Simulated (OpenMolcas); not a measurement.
# Cr³⁺ among point charges: CASSCF and CASPT2 levels and susceptibility

Aim: the splitting of the states of Cr³⁺ in the field of 6 point charges, its lowest levels with spin-orbit coupling and its magnetic susceptibility.

Method: state-averaged CASSCF and CASPT2, spin-orbit coupling by RASSI with atomic mean-field integrals. Code: OpenMolcas 26.06.

## 1. The atom as given

```
Species                           : Cr³⁺ (chromium, Z = 24, 21 electrons)
Basis                             : ANO-RCC-VDZP [5s4p2d1f], 34 functions
Scalar Hamiltonian                : DKH2, point nucleus
Inactive shells                   : 1s 2s 2p 3s 3p
Active space                      : 3 electrons in 5 orbitals (3d)
Some configurations of this space : 3d³
Orbitals                          : optimised for each spin and parity, averaged over all roots
```

Outer shells as boxes (Hund's rule):

3d3
```
3d [↑ ][↑ ][↑ ][  ][  ]
```

The ion sits among 6 point charges of -1 e arranged as a trigonal prism (D3h), 1.93 Å from the ion, with a polar angle of 43.7° against the regular 49.1°.

Each step is its own input file, run in one work folder so that later steps find the files of earlier ones. Labels, J, g values, rates, χT and fits are worked out afterwards by a script from the matrices that RASSI stores.

## 2. One- and two-electron integrals

a.inp reads:

```
&GATEWAY
Coord
1

Cr 0.0 0.0 0.0
Basis=ANO-RCC-VDZP
Group=NoSym
NoMove
AngMom=0.0 0.0 0.0
AMFI
XField
6 Angstrom 0
1.333379 0.000000 1.395350 -1.000000
-0.666689 1.154740 1.395350 -1.000000
-0.666689 -1.154740 1.395350 -1.000000
1.333379 0.000000 -1.395350 -1.000000
-0.666689 1.154740 -1.395350 -1.000000
-0.666689 -1.154740 -1.395350 -1.000000
&SEWARD
```

Started as:

```
OMP_NUM_THREADS=1 MOLCAS_MEM=1689 MOLCAS_PROJECT=a pymolcas a.inp > a.log
```

## 3. Reference wave functions, quartets, 10 roots

a.inp reads:

```
&RASSCF
FileOrb=start.orb
Symmetry=1
Spin=4
nActEl=3 0 0
Inactive=9
Ras2=5
CIRoot=10 10 1
SDav=10
CIMx=300
Iter=120 100
PrWF=0.3
OrbListing=Nothing
MaxOrb=0
>>> COPY $Project.JobIph JOB001
```

start.orb holds the contracted functions of the basis, ordered by shell, or the orbitals of the step before.

## 4. Reference wave functions, doublets, 40 roots

a.inp reads:

```
&RASSCF
FileOrb=start.orb
Symmetry=1
Spin=2
nActEl=3 0 0
Inactive=9
Ras2=5
CIRoot=40 40 1
SDav=40
CIMx=300
Iter=120 100
PrWF=0.3
OrbListing=Nothing
MaxOrb=0
>>> COPY $Project.JobIph JOB002
```

## 5. State interaction with spin-orbit coupling

a.inp reads:

```
&RASSI
NrOfJobIphs=2 10 40
1 2 3 4 5 6 7 8 9 10
1 2 3 4 5 6 7 8 9 10 11 12 13 14 15 16 17 18 19 20 21 22 23 24 25 26 27
28 29 30 31 32 33 34 35 36 37 38 39 40
IphNames
JOB001
JOB002
EJob
SpinOrbit
DIPRint=1.0
SOCoupling=1000.0
Subsets=2
Property=9
'ANGMOM' 1 'ANGMOM' 2 'ANGMOM' 3 'MLTPL  1' 1 'MLTPL  1' 2 'MLTPL  1' 3
'AMFI' 1 'AMFI' 2 'AMFI' 3
SOProperty=3
'ANGMOM' 1 'ANGMOM' 2 'ANGMOM' 3
```

## 6. CASPT2: IPEA 0.25, imaginary shift 0.1 (closed shells correlated: 3s 3p)

a.inp reads:

```
>>> COPY JOB001 $Project.JobIph
&CASPT2
Multistate=10 1 2 3 4 5 6 7 8 9 10
NoMult
Frozen=5
IPEA=0.25
Imaginary=0.1
MaxIter=60
WThr=0.0 0.3 0.05
PrWF=0.5
NoMix
>>> COPY JOB002 $Project.JobIph
&CASPT2
Multistate=40 1 2 3 4 5 6 7 8 9 10 11 12 13 14 15 16 17 18 19 20 21 22
23 24 25 26 27 28 29 30 31 32 33 34 35 36 37 38 39 40
NoMult
Frozen=5
IPEA=0.25
Imaginary=0.1
MaxIter=60
WThr=0.0 0.3 0.05
PrWF=0.5
NoMix
```

(Steps that only read results are left out.)

Before running it: what results should come out? Wanted: spin-free ground state; first state of the same spin within the active space; lowest level; next level.

The runs gave:

| quantity | value |
| --- | --- |
| method | SS-CASPT2, IPEA 0.25, imaginary shift 0.1 (closed shells correlated: 3s 3p) |
| spin-free ground state | 4A2, 1-fold in its orbital part |
| first state of the same spin within the active space | 4E at 1710 cm⁻¹ |
| lowest level | 2-fold E1/2, g = 1.99, 2.72, 2.72 |
| next level | 77.0 cm⁻¹ |
| χT at 300 K | 1.44 cm³ K/mol |
| effective moment at 300 K | 3.39 μB |

Cost by method:

```csv
method,time of its own steps,time with the reference
A. CASSCF,27 s,27 s
"B. SS-CASPT2, IPEA 0.25, imaginary shift 0.1, +3s 3p",11 s,39 s
```

Times are of one thread on a shared host.

**Reading.** The spin-free ground state (4A2) comes to 97 % from free-ion F terms and keeps the highest spin of the shell. χT at 300 K is 1.44, against 1.88 cm³ K/mol for the spin alone, so spin-orbit coupling lowers it. CASPT2 does not keep the components of a term degenerate, and the means are used. The field of point charges can differ much from that of real complexes. Point charges carry no covalency, so the field is a model and not that of real ligands.
